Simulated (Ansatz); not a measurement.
# Mg: how the settings move a relaxation

Aim: see which settings change the result for Mg, by how much, and at what cost.

Computed with Ansatz 0.2.0 (reference: DFT, PBEsol, PAW with Ansatz's default frozen-core files, scalar-relativistic; relaxation of cell and atoms, unless a step's input says otherwise).

1 further run of the same task is left out (it didn't finish).

### 1 The starting structure

The structure is cubic, space group Im-3m (No. 229). The conventional cell has a = 3.556 Å, b = 3.556 Å, c = 3.556 Å, α = 90.00°, β = 90.00°, γ = 90.00°. Mg (site symmetry m-3m) has 8 Mg at 3.08 Å as nearest neighbours.

Coordinates:

```cif
data_structure
_symmetry_space_group_name_H-M 'P 1'
_symmetry_Int_Tables_number 1
_cell_length_a 3.0796
_cell_length_b 3.0796
_cell_length_c 3.0796
_cell_angle_alpha 109.471
_cell_angle_beta 109.471
_cell_angle_gamma 109.471
_cell_volume 22.48
loop_
_atom_site_label
_atom_site_type_symbol
_atom_site_fract_x
_atom_site_fract_y
_atom_site_fract_z
_atom_site_occupancy
Mg1 Mg 0.00000 0.00000 0.00000 1
```

### 2 The reference run

The input, input.yaml:

```yaml
crystal:
  lattice:
    - [-1.7780061364, 1.7780061364, 1.7780061364]
    - [1.7780061364, -1.7780061364, 1.7780061364]
    - [1.7780061364, 1.7780061364, -1.7780061364]
  atoms:
    - { symbol: Mg, position: [0.0, 0.0, 0.0] }
kpoints:
  mp_grid: { grid: [26, 26, 26] }
scf:
  occupations: { method: fermi_dirac, width: 0.08 }
hamiltonian:
  xc: pbesol
  pseudopotentials: { kind: paw }
relax:
  f_tol: 0.002
  max_steps: 80
  cell: { p_target: 30 }
output:
  forces: true
  stress: true
```

Command:

```sh
$ ansatz run input.yaml --threads 1 --pin off --max-ram 2560MiB --backend cpu --events-out ev --progress --plain --runs-dir out
```

### 3 Changed: occupations.method cold, occupations.width 0.001, lower_state_search light, n_extra_bands 2

Changes to input.yaml since step 2:

```diff
@@ -10,3 +10,5 @@
 scf:
-  occupations: { method: fermi_dirac, width: 0.08 }
+  occupations: { method: cold, width: 0.001 }
+  lower_state_search: light
+  n_extra_bands: 2
 hamiltonian:
```

Q: Predict the outcome of this session. Wanted: for each run, ending; energy change; pressure; gap; force.

The runs gave:

| run | ending | energy change | pressure (GPa) | gap (eV) | force (eV/Å) | cycles | time |
| --- | --- | --- | --- | --- | --- | --- | --- |
| reference | converged | 0 | 30.0 | 0.00 | 0.00 | 31 | 20 s |
| 1: occupations.method cold, occupations.width 0.001, lower_state_search light, n_extra_bands 2 | converged | +0.4 meV/atom (σ→0) | 30.0 | 0.00 | 0.00 | 29 | 18 s |

Changing the smearing, search for lower states and band count hardly moves the energy: +0.4 meV/atom. Cost: 29 SCF cycles against 31.
